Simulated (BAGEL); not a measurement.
# GePH4Cl (SMILES [PH2][GeH2][Cl]): B3LYP/6-31G(d) (density fitting with qzvpp-jkfit, spherical functions)

Aim: the energy change on altering one bond length of GePH4Cl at B3LYP/6-31G* (density fitting with qzvpp-jkfit, spherical functions), from 2 runs. 

The calculation is run with BAGEL 1.2.2.

4 further runs of the same task are left out: 4 set aside as unsound or not needed.

## Step 1: The molecule

The species is GePH4Cl (7 atoms), meant as a singlet with charge 0. As SMILES, `[PH2][GeH2][Cl]`. The shape comes from GFN2-xTB, which is rough for such elements, and wasn't checked as a minimum. This is one conformer, not always the lowest.

Bond lengths: P1–Ge2 2.310 Å, Ge2–Cl3 2.108 Å, P1–H4 1.390 Å, P1–H5 1.391 Å, Ge2–H6 1.526 Å, Ge2–H7 1.522 Å. Angles: P1–Ge2–Cl3 109.3°, P1–Ge2–H6 117.5°, P1–Ge2–H7 112.5°, Cl3–Ge2–H6 105.7°, Cl3–Ge2–H7 106.2°, Ge2–P1–H4 92.6°, Ge2–P1–H5 92.2°, H6–Ge2–H7 105.0°, H4–P1–H5 92.5°.

## Step 2: A single-point energy at B3LYP/6-31G(d) (density fitting with qzvpp-jkfit, spherical functions)

Contents of job.json:

```json
{ "bagel" : [

{
  "title" : "molecule",
  "basis" : "6-31gs.json",
  "df_basis" : "qzvpp-jkfit",
  "angstrom" : true,
  "geometry" : [
    { "atom" : "P", "xyz" : [      -0.848280,       0.159240,      -1.350800 ] },
    { "atom" : "Ge", "xyz" : [       0.627510,      -0.161770,       0.396700 ] },
    { "atom" : "Cl", "xyz" : [       1.884440,       1.522000,       0.563350 ] },
    { "atom" : "H", "xyz" : [      -1.663390,      -0.887510,      -0.937300 ] },
    { "atom" : "H", "xyz" : [      -1.581720,       1.096660,      -0.630550 ] },
    { "atom" : "H", "xyz" : [       0.036210,      -0.374130,       1.787390 ] },
    { "atom" : "H", "xyz" : [       1.545220,      -1.354480,       0.171220 ] }
  ]
},

{ "title" : "ks", "xc_func" : "b3lyp" },

{ "title" : "print", "file" : "orbitals.molden", "orbitals" : true }

]}
```

The basis set 6-31G* is read from a file made from the Basis Set Exchange's data (not shown).

On the command line:

```console
BAGEL_NUM_THREADS=1 BAGEL job.json > job.out
```

The program printed:

```text
* using 1 threads per process

  ===============================================================
  ===============================================================

  *** Geometry ***

  { "atom" : "P", "xyz" : [     -1.603017,      0.300920,     -2.552642 ] },
  { "atom" : "Ge", "xyz" : [      1.185822,     -0.305701,      0.749654 ] },
  { "atom" : "Cl", "xyz" : [      3.561075,      2.876163,      1.064577 ] },
  { "atom" : "H", "xyz" : [     -3.143352,     -1.677151,     -1.771240 ] },
  { "atom" : "H", "xyz" : [     -2.989018,      2.072387,     -1.191567 ] },
  { "atom" : "H", "xyz" : [      0.068427,     -0.707003,      3.377678 ] },
  { "atom" : "H", "xyz" : [      2.920043,     -2.559596,      0.323559 ] },

  Number of auxiliary basis functions:      594

  Since a DF basis is specified, we compute 2- and 3-index integrals:
    o Being stored without compression. Storage requirement is 0.027 GB

  Number of basis functions:       76
  Number of electrons      :       68

    * METHOD: MOLECULE                             0.28

  *** Kohn-Sham DFT ***

    * Removing 11815 points whose weight is below 1.00e-10
    * Grid points: 92527

  === Nuclear Repulsion ===
   346.5120747882

       - DIIS with orbital gradients will be used.

  === KS iteration (b3lyp / 6-31gs.json) ===
      0      -2790.13601413          0.12256826           0.34
      1      -2578.58228490          0.19251108           0.32
      2      -2656.44233845          0.08962056           0.32
      3      -2625.87830924          0.17734209           0.31
      4      -2759.38409162          0.15227178           0.31
      5      -2761.46697789          0.14629709           0.32
      6      -2761.84942540          0.14581574           0.32
      7      -2760.20577731          0.16180797           0.32
      8      -2667.79510302          0.13966203           0.32
      9      -2860.25190885          0.14656346           0.32
     10      -2865.67344941          0.11940453           0.32
     11      -2879.10364144          0.06628947           0.32
     12      -2878.54120683          0.09026930           0.31
     13      -2880.28513281          0.03559885           0.32
     14      -2880.72324481          0.00485794           0.33
     15      -2880.74042656          0.00225578           0.32
     16      -2880.74611596          0.00033827           0.32
     17      -2880.74615779          0.00019314           0.34
     18      -2880.74619143          0.00002448           0.33
     19      -2880.74619191          0.00000567           0.32
     20      -2880.74619193          0.00000141           0.32
     21      -2880.74619193          0.00000064           0.32
     22      -2880.74619193          0.00000011           0.31
     23      -2880.74619193          0.00000005           0.31
     24      -2880.74619193          0.00000002           0.32
     25      -2880.74619193          0.00000001           0.32
    * SCF iteration converged.

    * Permanent dipole moment:
           (    0.712076,     0.590646,    -0.110373) a.u.

    * METHOD: KS                                   8.69

    * METHOD: PRINT                                0.01

  ===============================================================
```

Wall time 9.3 s (1 thread of AMD EPYC 9R45 (Zen 5), shared host); peak memory 0.41 GiB.

## Step 3: The distorted shape at the same level

Contents of calc.json:

```json
{ "bagel": [

{
  "title": "molecule",
  "basis": "6-31gs.json",
  "df_basis": "qzvpp-jkfit",
  "angstrom": true,
  "geometry": [
    { "atom": "P", "xyz": [      -0.985959,       0.338176,      -1.316972 ] },
    { "atom": "Ge", "xyz": [       0.489831,       0.017166,       0.430528 ] },
    { "atom": "Cl", "xyz": [       1.746761,       1.700936,       0.597178 ] },
    { "atom": "H", "xyz": [      -1.801069,      -0.708574,      -0.903472 ] },
    { "atom": "H", "xyz": [      -1.719399,       1.275596,      -0.596722 ] },
    { "atom": "H", "xyz": [      -0.101469,      -0.195194,       1.821218 ] },
    { "atom": "H", "xyz": [       1.545220,      -1.354480,       0.171220 ] }
  ]
},

{
  "title": "ks",
  "xc_func": "b3lyp"
},

{
  "title": "print",
  "file": "orbitals.molden",
  "orbitals": true
}

]}
```

The basis set 6-31G* is read from a file made from the Basis Set Exchange's data (not shown).

On the command line:

```console
BAGEL_NUM_THREADS=1 BAGEL calc.json > calc.out
```

The program printed:

```text
* using 1 threads per process

  ===============================================================
  ===============================================================

  *** Geometry ***

  { "atom" : "P", "xyz" : [     -1.863192,      0.639060,     -2.488716 ] },
  { "atom" : "Ge", "xyz" : [      0.925646,      0.032439,      0.813580 ] },
  { "atom" : "Cl", "xyz" : [      3.300900,      3.214303,      1.128503 ] },
  { "atom" : "H", "xyz" : [     -3.403527,     -1.339011,     -1.707315 ] },
  { "atom" : "H", "xyz" : [     -3.249193,      2.410527,     -1.127641 ] },
  { "atom" : "H", "xyz" : [     -0.191749,     -0.368863,      3.441603 ] },
  { "atom" : "H", "xyz" : [      2.920043,     -2.559596,      0.323559 ] },

  Number of auxiliary basis functions:      594

  Since a DF basis is specified, we compute 2- and 3-index integrals:
    o Being stored without compression. Storage requirement is 0.027 GB

  Number of basis functions:       76
  Number of electrons      :       68

    * METHOD: MOLECULE                             0.30

  *** Kohn-Sham DFT ***

    * Removing 11640 points whose weight is below 1.00e-10
    * Grid points: 92702

  === Nuclear Repulsion ===
   344.7373176985

       - DIIS with orbital gradients will be used.

  === KS iteration (b3lyp / 6-31gs.json) ===
      0      -2789.97305051          0.12208890           0.35
      1      -2579.48089686          0.19230694           0.33
      2      -2656.33730748          0.08941104           0.34
      3      -2626.65194542          0.17517530           0.35
      4      -2760.11015632          0.14918708           0.35
      5      -2762.26983738          0.14444561           0.34
      6      -2762.42806355          0.14454657           0.34
      7      -2760.92328558          0.15933064           0.34
      8      -2668.85500551          0.13995638           0.34
      9      -2861.06869558          0.14480739           0.34
     10      -2871.54331761          0.11230973           0.34
     11      -2879.51901985          0.05636027           0.34
     12      -2879.44577655          0.07043252           0.34
     13      -2880.51359976          0.02376523           0.34
     14      -2880.70958184          0.00521288           0.33
     15      -2880.73543168          0.00133679           0.34
     16      -2880.73723324          0.00025968           0.32
     17      -2880.73725584          0.00014765           0.33
     18      -2880.73727559          0.00001997           0.32
     19      -2880.73727591          0.00000576           0.32
     20      -2880.73727593          0.00000250           0.32
     21      -2880.73727593          0.00000084           0.32
     22      -2880.73727593          0.00000028           0.32
     23      -2880.73727593          0.00000009           0.34
     24      -2880.73727593          0.00000001           0.33
     25      -2880.73727593          0.00000000           0.33
    * SCF iteration converged.

    * Permanent dipole moment:
           (    0.810105,     0.453956,    -0.123099) a.u.

    * METHOD: KS                                   9.11

    * METHOD: PRINT                                0.01

  ===============================================================
```

It took 9.9 s on 1 thread of AMD EPYC 9R45 (Zen 5), shared host; peak memory 0.41 GiB.

## Step 4: Results

Level: B3LYP/6-31G* (density fitting with qzvpp-jkfit, spherical functions).

```
                                                          quantity           value
                                         first shape: total energy  -2880.74619 Eh
                                        first shape: dipole moment          2.37 D
                                          first shape: HOMO energy        -7.60 eV
                                          first shape: LUMO energy        -0.47 eV
                                        first shape: HOMO–LUMO gap         7.13 eV
                                     distorted shape: total energy  -2880.73728 Eh
                                    distorted shape: dipole moment          2.38 D
                                      distorted shape: HOMO energy        -7.67 eV
                                      distorted shape: LUMO energy        -0.65 eV
                                    distorted shape: HOMO–LUMO gap         7.02 eV
energy change with the Ge2–H7 bond stretched from 1.522 to 1.750 Å        0.243 eV
```

In words: With the Ge2–H7 bond stretched from 1.522 to 1.750 Å the energy rises by 0.24 eV (5.6 kcal/mol). The first shape isn't relaxed at this level, so the change isn't measured from a minimum.
